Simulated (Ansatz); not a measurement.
# C2H7OSi radical: a ladder of functionals and wavefunction methods

How much do the methods differ for C2H7OSi radical? The plan is to run it at one geometry with functionals of several rungs and with coupled cluster, and see how far each lands from CCSD(T) at the basis-set limit for the atomisation energy.

Program: Ansatz 0.2.0, Gaussian basis. Level of theory: functionals in def2-TZVPP, the program's frozen cores in correlated methods. These are calculated values, not measurements.

Levels to be run: LDA (SPW92), PBE-D4, revPBE-D4, BLYP-D4, r2SCAN-D4, B97M-V, PBE0-D4, B3LYP-D4, r2SCANh-D4, r2SCAN0-D4, HSE06-D4, BHLYP-D4, CAM-B3LYP-D4, LC-ωPBE, ωB97X-V, ωB97M-V, B2PLYP, PBE-QIDH; CCSD(T)/def2-SVP; CCSD(T)/def2-TZVPP; MP2/def2-QZVPP; extrapolation to the limit; RPA on PBE.

### 1 Structure used throughout

All runs share one geometry, relaxed beforehand with PBE0-D4 in a triple-zeta def2 set.

SMILES `CC[SiH]O`, 11 atoms, charge 0, spin multiplicity 2.

Atoms are counted from 1 here; the program's logs count them from 0.

Bond lengths: C1–C2 1.525 Å, C1–H5 1.093 Å, C1–H6 1.093 Å, C1–H7 1.093 Å, C2–Si3 1.873 Å, C2–H8 1.097 Å, C2–H9 1.094 Å, Si3–O4 1.657 Å, Si3–H10 1.504 Å, O4–H11 0.958 Å. Angles: C2–C1–H5 111.4°, C2–C1–H6 111.5°, C2–C1–H7 111.5°, H5–C1–H6 107.5°, H5–C1–H7 107.4°, H6–C1–H7 107.3°, C1–C2–Si3 113.2°, C1–C2–H8 110.8°, C1–C2–H9 110.9°, Si3–C2–H8 106.8°, Si3–C2–H9 108.6°, H8–C2–H9 106.2°, C2–Si3–O4 106.6°, C2–Si3–H10 110.4°, O4–Si3–H10 110.3°, Si3–O4–H11 117.1°.

As a file:

```
C    -0.5013    1.5123   -0.3367
C    -0.3500    0.0097   -0.5494
Si    0.3327   -0.8830    0.9488
O     0.5595   -2.4611    0.4969
H    -0.8706    2.0071   -1.2380
H    -1.2037    1.7342    0.4707
H     0.4526    1.9784   -0.0757
H     0.3334   -0.1996   -1.3817
H    -1.3083   -0.4446   -0.8190
H     1.6380   -0.2692    1.3733
H     0.9829   -3.0410    1.1315
```

### 2 LDA

This LDA is Slater exchange with PW92 correlation.

Contents of in.yaml:

```yaml
crystal:
  periodic: [false, false, false]
  atoms:
    - {symbol: C, position_ang: [-0.501265, 1.512304, -0.336698]}
    - {symbol: C, position_ang: [-0.350019, 0.009666, -0.549405]}
    - {symbol: Si, position_ang: [0.332745, -0.882977, 0.948778]}
    - {symbol: O, position_ang: [0.559527, -2.461137, 0.496914]}
    - {symbol: H, position_ang: [-0.870554, 2.007123, -1.238047]}
    - {symbol: H, position_ang: [-1.203668, 1.734196, 0.470736]}
    - {symbol: H, position_ang: [0.452600, 1.978389, -0.075733]}
    - {symbol: H, position_ang: [0.333445, -0.199560, -1.381709]}
    - {symbol: H, position_ang: [-1.308297, -0.444634, -0.819015]}
    - {symbol: H, position_ang: [1.638010, -0.269243, 1.373274]}
    - {symbol: H, position_ang: [0.982875, -3.041025, 1.131503]}
basis:
  gaussian: {orbitals: def2-TZVPP}
magnetization: {spin_polarized: true, initial_magnetization: 1}
hamiltonian: {xc: lda}
output: {orbitals: {seedname: orbitals}}
```

The runs that follow: PBE-D4 (GGA); revPBE-D4 (GGA); BLYP-D4 (GGA); r2SCAN-D4 (meta-GGA); B97M-V (meta-GGA); PBE0-D4 (hybrid); B3LYP-D4 (hybrid); r2SCANh-D4 (hybrid); r2SCAN0-D4 (hybrid); HSE06-D4 (hybrid); BHLYP-D4 (hybrid); CAM-B3LYP-D4 (range-separated); LC-ωPBE-D4 (range-separated); ωB97X-V (range-separated); ωB97M-V (range-separated); B2PLYP (double hybrid); PBE-QIDH (double hybrid); CCSD(T) in def2-SVP; CCSD(T) in def2-TZVPP; MP2 in def2-QZVPP; RPA on PBE orbitals.

Q: Predict the results of all the runs planned. Wanted: atomisation energy, CCSD(T)/CBS; farthest beyond LDA; mean size of error, GGA; mean size of error, meta-GGA; mean size of error, hybrid; mean size of error, range-separated; mean size of error, double hybrid; gap, smallest and largest; T1 diagnostic.

As calculated:

| quantity | value |
| --- | --- |
| atomisation energy, CCSD(T)/CBS | 41.752 eV |
| functionals within 0.209 eV (0.5 %) | BLYP-D4, r2SCAN-D4, B97M-V, PBE0-D4, B3LYP-D4, r2SCANh-D4, HSE06-D4, CAM-B3LYP-D4, LC-ωPBE, ωB97X-V, ωB97M-V |
| farthest beyond LDA | BHLYP-D4 (-1.018 eV) |
| mean size of error, GGA | 0.357 eV |
| mean size of error, meta-GGA | 0.082 eV |
| mean size of error, hybrid | 0.244 eV |
| mean size of error, range-separated | 0.088 eV |
| mean size of error, double hybrid | 0.366 eV |
| gap, smallest and largest | 1.21 eV (LDA (SPW92)), 8.76 eV (LC-ωPBE) |
| T1 diagnostic | 0.0125 |
| triples share of the correlation energy | 3.6 % |

**Reading.** The LDA atomisation energy is off by 5.499 eV (13 %): it overbinds. PBE-D4 is off by +0.527 eV. Double hybrids carry the basis error of their MP2 part in triple zeta, and no dispersion term here, so their miss is partly the set-up's. The rungs meta-GGA, range-separated miss on average by less than the doubt on the reference (0.209 eV), so they tie. Misses under about 0.209 eV are within the doubt on the reference itself, which lacks core-valence correlation, relativity and higher excitations. Hartree-Fock recovers 75 % of the binding; the rest is correlation. CCSD(T) in def2-SVP is off by -2.404 eV, worse than the median functional, from the basis alone. The gap grows from 1.2 to 8.8 eV across the functionals, mostly with the share of exact exchange.
